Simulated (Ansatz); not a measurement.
**SnTe (SMILES [Sn][Te]) at 6 levels**

We compute a comparison of 6 runs (BLYP/STO-3G, HSE06/STO-3G, SVWN5/STO-3G, BCCD(T)/STO-3G, CCSDT(Q)/STO-3G, UCCSD(T)/STO-3G) of SnTe. 

Program for the calculation: Ansatz 0.2.0.

48 further runs of the same task are left out: 11 that didn't finish, 37 set aside as unsound or not needed.

## (1) The molecule

SnTe has 2 atoms, charge 0, and is taken as a singlet. As SMILES, `[Sn][Te]`. The Te2–Sn1 distance was set to 3.805 Å, away from the relaxed value.

Bond lengths: Sn1–Te2 3.805 Å.

## (2) The energy at BLYP/STO-3G (run 1)

Input file input.yaml:

```yaml
crystal:
  periodic: [false, false, false]
  atoms:
    - symbol: Sn
      position_ang: [0.000000, 0.000000, -1.268430]
    - symbol: Te
      position_ang: [0.000000, 0.000000, 2.536770]
basis:
  gaussian:
    orbitals: STO-3G
hamiltonian:
  xc: {name: BLYP}
accuracy: high
```

Command:

```
ansatz run input.yaml --threads 1 --pin off --max-ram 2610MiB --events-out events.jsonl --progress --plain --runs-dir runs
```

Log:

```text
Warning: RAYON_NUM_THREADS=1 ignored (pool sized by the plan → 1); use --threads N
Functional definition: BLYP
  name "BLYP"
  parameter beta = 0.0042
  parameter a = 0.04918
  parameter b = 0.132
  parameter c = 0.2533
  parameter d = 0.349
  exchange = b88_x(beta = beta)
  correlation = lyp_c(a = a, b = b, c = c, d = d)
782 factors; integrals over basis functions are off by at most 5.4e-9 eV
mean field evaluation 1: about -340513.4529 eV, gradient 2.0e1 eV
mean field evaluation 2: about -340418.6801 eV, gradient 2.8e1 eV
mean field evaluation 4: about -340520.1765 eV, gradient 2.3e1 eV
mean field evaluation 8: about -340521.6219 eV, gradient 2.4e1 eV
mean field evaluation 16: about -340527.1689 eV, gradient 1.8e-8 eV
mean field evaluation 32: about -340526.5130 eV, gradient 2.8e0 eV
mean field evaluation 64: about -340525.9390 eV, gradient 9.8e0 eV
mean field evaluation 96: about -340521.5390 eV, gradient 4.1e0 eV
mean field -340527.16885098 eV, -12514.1426376685 hartree, gradient 1.8e-8 eV, S^2 0.000000; 9 other end points of the search recorded, 0 dependent functions left out
reference -340527.16889434 eV, -12514.1426392617 hartree; 51, 51 occupied and 3, 3 virtual orbitals, 782 factors
Total energy: -340527.16889434 eV, -12514.1426392617 hartree
```

Wall time 3.3 s (1 thread of AMD EPYC 9R45 (Zen 5), shared host); peak memory 0.14 GiB.

## (3) The energy at HSE06/STO-3G (run 2)

Input file run.yaml:

```yaml
crystal:
  periodic: [false, false, false]
  atoms:
    - {symbol: Sn, position_ang: [0.000000, 0.000000, -1.268430]}
    - {symbol: Te, position_ang: [0.000000, 0.000000, 2.536770]}
basis:
  gaussian:
    orbitals: STO-3G
hamiltonian:
  xc: {name: HSE06}
total_charge: 0
accuracy: high
```

Command:

```
ansatz run run.yaml --threads 1 --pin off --max-ram 2610MiB --events-out events.jsonl --progress --plain --runs-dir runs
```

Log (excerpt; [...] marks lines left out):

```text
Warning: RAYON_NUM_THREADS=1 ignored (pool sized by the plan → 1); use --threads N
Functional definition: HSE06
  name "HSE06"
[...]
782 factors; integrals over basis functions are off by at most 5.4e-9 eV
48 factors; integrals over basis functions are off by at most 1.1e-9 eV
[...]
mean field -340520.02125920 eV, -12513.8799685151 hartree, gradient 6.0e-8 eV, S^2 0.000000; 8 other end points of the search recorded, 0 dependent functions left out
reference -340520.02126128 eV, -12513.8799685916 hartree; 51, 51 occupied and 3, 3 virtual orbitals, 782 factors
Total energy: -340520.02126128 eV, -12513.8799685916 hartree
```

Wall time 5.4 s (1 thread of AMD EPYC 9R45 (Zen 5), shared host); peak memory 0.21 GiB.

Runs 3 to 5 aren't shown in full; the table further down has their settings and results.

## (4) The energy at UCCSD(T)/STO-3G (run 6)

Input file job.yaml:

```yaml
crystal:
  periodic: [false, false, false]
  atoms:
    - {symbol: Sn, position_ang: [0.000000, 0.000000, -1.268430]}
    - {symbol: Te, position_ang: [0.000000, 0.000000, 2.536770]}
basis:
  gaussian:
    orbitals: STO-3G
magnetization:
  spin_polarized: true
  initial_magnetization: 0
correlation:
  method: ccsd_t
  frozen_orbitals: {Sn: 18, Te: 18}
accuracy: high
scf:
  omitted_lower_state_checks: [cluster_reference, increment]
```

Command:

```
ansatz run job.yaml --threads 1 --pin off --max-ram 2610MiB --events-out events.jsonl --progress --plain --runs-dir runs
```

Log:

```text
Warning: RAYON_NUM_THREADS=1 ignored (pool sized by the plan → 1); use --threads N
[... 21 lines left out ...]
36 core orbitals not correlated: weight in the atoms' cores, before any rotation towards them, 1.000 or more for the frozen orbitals, at most 0.000 for the correlated occupied ones
[... 78 lines left out ...]
Total energy: -340424.54547233 eV, -12510.3712980637 hartree
Checks for a lower state left out: cluster_reference, increment
```

It took 10 s on 1 thread of AMD EPYC 9R45 (Zen 5), shared host; peak memory 0.27 GiB.

## (5) All runs side by side

| run | level | frozen core orbitals | energy (Eh) | wall time |
| --- | --- | --- | --- | --- |
| 1 | BLYP/STO-3G | – | -12514.142639 | 3.3 s |
| 2 | HSE06/STO-3G | – | -12513.879969 | 5.4 s |
| 3 | SVWN5/STO-3G | – | -12502.681017 | 1.6 s |
| 4 | BCCD(T)/STO-3G | 36 | -12510.293612 | 2.9 s |
| 5 | CCSDT(Q)/STO-3G | 36 | -12510.294149 | 4.5 s |
| 6 | UCCSD(T)/STO-3G | 36 | -12510.371298 | 10 s |

## (6) Results

| quantity | value |
| --- | --- |
| run 6: total energy | -12510.37130 Eh |
| run 6: correlation energy (36 core orbitals frozen) | -26.2 mEh |
| run 6: (T) correction | -0.46 mEh |
| run 6: ⟨S²⟩ of the reference determinant | 1.737 |
| run 6: T1 diagnostic | 0.039 |

**Reading.** Totals of different functionals can't be ranked against each other. In runs 4, 5 the log says that unrestricted orbitals would lower the reference, so the values rest on an unstable closed-shell determinant (other closed-shell runs at this shape may share the fault). In runs 1, 2, 3, 4, 5, 6 the basis is minimal, so the values are rough. In runs 1, 2, 3, 4, 5, 6 relativity is left out where basis or elements ask for it. Spin contamination of the reference: run 6 ⟨S²⟩ = 1.74. Where it is this large, the reference is a mixture of spin states, and values that rest on it are in doubt. All runs together took 28 s, the longest 10 s.
